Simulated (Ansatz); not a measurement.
**MoSe (I4/mmm, relaxed from a rocksalt start): equation of state**

One table from this session's results is given with a row withheld; the runs are named, their logs left out.

Method: DFT PBE, scalar-relativistic, plane waves, PAW, in Ansatz 0.2.0.

2 further runs of the same task are left out: 2 that didn't finish.

### Starting point

It takes space group I4/mmm (No. 139, tetragonal). The conventional cell has a = 3.794 Å, b = 3.794 Å, c = 5.337 Å, α = 90.00°, β = 90.00°, γ = 90.00°. Mo (site symmetry 4/mmm) has 6 Se at 2.67 to 2.68 Å as nearest neighbours. Around Se (site symmetry 4/mmm) lie 6 Mo at 2.67 to 2.68 Å.

As a file:

```cif
data_structure
_symmetry_space_group_name_H-M 'P 1'
_symmetry_Int_Tables_number 1
_cell_length_a 3.7937
_cell_length_b 6.5482
_cell_length_c 7.5678
_cell_angle_alpha 30.086
_cell_angle_beta 59.914
_cell_angle_gamma 54.595
_cell_volume 76.82
loop_
_atom_site_label
_atom_site_type_symbol
_atom_site_fract_x
_atom_site_fract_y
_atom_site_fract_z
_atom_site_occupancy
Mo1 Mo 0.50000 0.50000 0.00000 1
Se1 Se 0.00000 0.00000 0.00000 1
Mo2 Mo 0.50000 0.50000 0.50000 1
Se2 Se 0.00000 0.00000 0.50000 1
```

This cell comes from an earlier session at PBE: 19.204 Å³/atom at 0.00 GPa, on a 12×12×6 mesh. The large moments point both ways and cancel.

Volume factors to run: 0.980, 1.020, 0.960, 1.040, 1.070, 1.100, 0.945.

The first run:

input.yaml

```yaml
crystal:
  lattice:
    - [0.0, 2.664539913, 2.6645399131]
    - [5.3015211296, 2.664539913, 2.6645399131]
    - [5.3015211296, 5.3290798261, 1.0e-10]
  atoms:
    - { symbol: Mo, position: [0.5, 0.5, 0.0], spin: 2.24 }
    - { symbol: Se, position: [0.0, 0.0, 0.0] }
    - { symbol: Mo, position: [0.5, 0.5, 0.5], spin: -2.24 }
    - { symbol: Se, position: [0.0, 0.0, 0.5] }
basis:
  ecutwfc: 420
  ecutrho_ratio: 4
kpoints:
  mp_grid: { grid: [12, 12, 6] }
hamiltonian:
  xc: pbe
scf:
  occupations: { method: gaussian, width: 0.05 }
output:
  forces: true
  stress: true
  eigenvalues: true
  populations: true
magnetization:
  spin_polarized: true
relax:
  f_tol: 0.01
  max_steps: 40
  cell: { stress_tol: 0.1, fix: [volume] }
```

Started as:

```bash
ansatz run input.yaml --threads 2 --pin off --max-ram 2662MiB --backend cpu --events-out ev --progress --plain --runs-dir out
```

Among the steps run: Scaling the volume by 0.980; At 1.020 of the relaxed volume; At 0.960 of the relaxed volume; Volume × 1.040; Scaling the volume by 1.070; At 1.100 of the relaxed volume; At 0.945 of the relaxed volume.

One table of the session follows, with a row left open; its other results are not shown here.

It belongs to the step «The fit». 

| volume (Å³/atom) | energy (meV/atom) | pressure (GPa) | moment of atom 1 (μB) |
| --- | --- | --- | --- |
| 18.148 | 15.94 | 5.12 | 1.74 |
| 18.436 | 8.15 | 3.52 | 1.82 |
| 18.820 | 2.06 | 1.65 | 1.93 |
| 19.204 | 0.00 | 0.00 | 2.03 |
| 19.588 | ? | ? | ? |
| 19.972 | 7.28 | -3.01 | 2.19 |
| 20.548 | 21.61 | -4.86 | 2.30 |
| 21.124 | 41.91 | -6.31 | 2.41 |

Estimate the missing values for volume (Å³/atom) = 19.588.

Worked estimate for «energy (meV/atom)». A straight line through the neighbours (19.204, 0.00) and (19.972, 7.28) gives 0.00 + (7.28 − 0.00) × (19.588 − 19.204) / (19.972 − 19.204) = 3.64; a parabola fitted to 4 rows on both sides gives 1.89.

**Answer.** energy (meV/atom): 1.79; pressure (GPa): -1.56; moment of atom 1 (μB): 2.12. In «energy (meV/atom)» the line misses by +1.85 and the parabola by +0.10.

Limits of these values: Warnings in the runs' records: stability check not made.
